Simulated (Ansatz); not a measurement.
**CH3AlF2Si: up Jacob's ladder to CCSD(T)**

The task here is to estimate one member of a computed series from the others.

The runs use Ansatz 0.2.0, Gaussian basis; functionals in def2-TZVPP, the program's frozen cores in correlated methods.

The runs, in order: LDA (SPW92), PBE-D4, revPBE-D4, BLYP-D4, r2SCAN-D4, B97M-V, PBE0-D4, B3LYP-D4, r2SCANh-D4, r2SCAN0-D4, HSE06-D4, BHLYP-D4, CAM-B3LYP-D4, LC-ωPBE, ωB97X-V, ωB97M-V, B2PLYP, PBE-QIDH; CCSD(T)/def2-SVP; CCSD(T)/def2-TZVPP; MP2/def2-QZVPP; extrapolation to the limit; RPA on PBE.

## Structure used throughout

An earlier PBE0-D4 in a triple-zeta def2 set relaxation fixed the geometry.

SMILES `F[Si]1(F)[CH2][AlH]1`, 8 atoms, charge 0, spin multiplicity 1.

Atoms are counted from 1 here; the program's logs count them from 0.

Bond lengths: F1–Si2 1.597 Å, Si2–F3 1.594 Å, Si2–C4 1.856 Å, Si2–Al5 2.326 Å, C4–Al5 1.982 Å, C4–H6 1.090 Å, C4–H7 1.110 Å, Al5–H8 1.583 Å. Angles: F1–Si2–F3 105.2°, F1–Si2–C4 113.0°, F1–Si2–Al5 117.6°, F3–Si2–C4 118.1°, F3–Si2–Al5 135.7°, C4–Si2–Al5 55.2°, Si2–C4–Al5 74.5°, Si2–C4–H6 128.6°, Si2–C4–H7 104.0°, Al5–C4–H6 135.5°, Al5–C4–H7 97.9°, H6–C4–H7 109.0°, Si2–Al5–C4 50.3°, Si2–Al5–H8 168.5°, C4–Al5–H8 140.6°.

Geometry (Å):

```xyz
8
CH3AlF2Si
F     0.51247   -1.27979    1.91287
Si    0.62081   -0.87983    0.37025
F     2.07307   -1.35394   -0.08415
C     0.13296    0.88094    0.04177
Al   -1.33026   -0.22271   -0.71306
H     0.19335    1.73897    0.71089
H     0.64549    1.12848   -0.91116
H    -2.75578   -0.06931   -1.38322
```

The first run:

File in.yaml:

```yaml
crystal:
  periodic: [false, false, false]
  atoms:
    - {symbol: F, position_ang: [0.512466, -1.279793, 1.912870]}
    - {symbol: Si, position_ang: [0.620811, -0.879828, 0.370246]}
    - {symbol: F, position_ang: [2.073067, -1.353945, -0.084150]}
    - {symbol: C, position_ang: [0.132956, 0.880935, 0.041775]}
    - {symbol: Al, position_ang: [-1.330260, -0.222712, -0.713060]}
    - {symbol: H, position_ang: [0.193347, 1.738971, 0.710892]}
    - {symbol: H, position_ang: [0.645489, 1.128480, -0.911157]}
    - {symbol: H, position_ang: [-2.755776, -0.069307, -1.383216]}
basis:
  gaussian: {orbitals: def2-TZVPP}
hamiltonian: {xc: lda}
output: {orbitals: {seedname: orbitals}}
```

Steps of the session up to this table: LDA; PBE-D4 (GGA); revPBE-D4 (GGA); BLYP-D4 (GGA); r2SCAN-D4 (meta-GGA); B97M-V (meta-GGA); PBE0-D4 (hybrid); B3LYP-D4 (hybrid); r2SCANh-D4 (hybrid); r2SCAN0-D4 (hybrid); HSE06-D4 (hybrid); BHLYP-D4 (hybrid); CAM-B3LYP-D4 (range-separated); LC-ωPBE (range-separated); ωB97X-V (range-separated); ωB97M-V (range-separated); B2PLYP (double hybrid); PBE-QIDH (double hybrid).

One of the session's tables, all rows but one given; the rest of the session is left out.

It belongs to the step «Frontier levels by functional». 

| functional | HOMO (eV) | LUMO (eV) | gap (eV) |
| --- | --- | --- | --- |
| LDA (SPW92) | -5.61 | -3.19 | 2.42 |
| PBE-D4 | -5.50 | -2.95 | 2.54 |
| revPBE-D4 | -5.44 | -2.85 | 2.59 |
| BLYP-D4 | -5.38 | -2.81 | 2.57 |
| r2SCAN-D4 | -5.68 | -2.71 | 2.97 |
| B97M-V | -5.70 | -2.83 | 2.87 |
| PBE0-D4 | -6.53 | -2.19 | 4.34 |
| B3LYP-D4 | -6.37 | -2.37 | 4.00 |
| r2SCANh-D4 | -6.07 | -2.45 | 3.62 |
| r2SCAN0-D4 | -6.65 | -2.06 | 4.59 |
| HSE06-D4 | -6.14 | -2.56 | 3.58 |
| BHLYP-D4 | -7.49 | -1.37 | 6.12 |
| CAM-B3LYP-D4 | ? | ? | ? |
| LC-ωPBE | -8.99 | -0.13 | 8.86 |
| ωB97X-V | -8.71 | -0.23 | 8.48 |
| ωB97M-V | -8.50 | -0.48 | 8.02 |

**Question.** Estimate the row for CAM-B3LYP-D4.

**Answer.** HOMO (eV): -7.78; LUMO (eV): -1.19; gap (eV): 6.59. In the column «HOMO (eV)» it lies between ωB97M-V (-8.50) and BHLYP-D4 (-7.49).
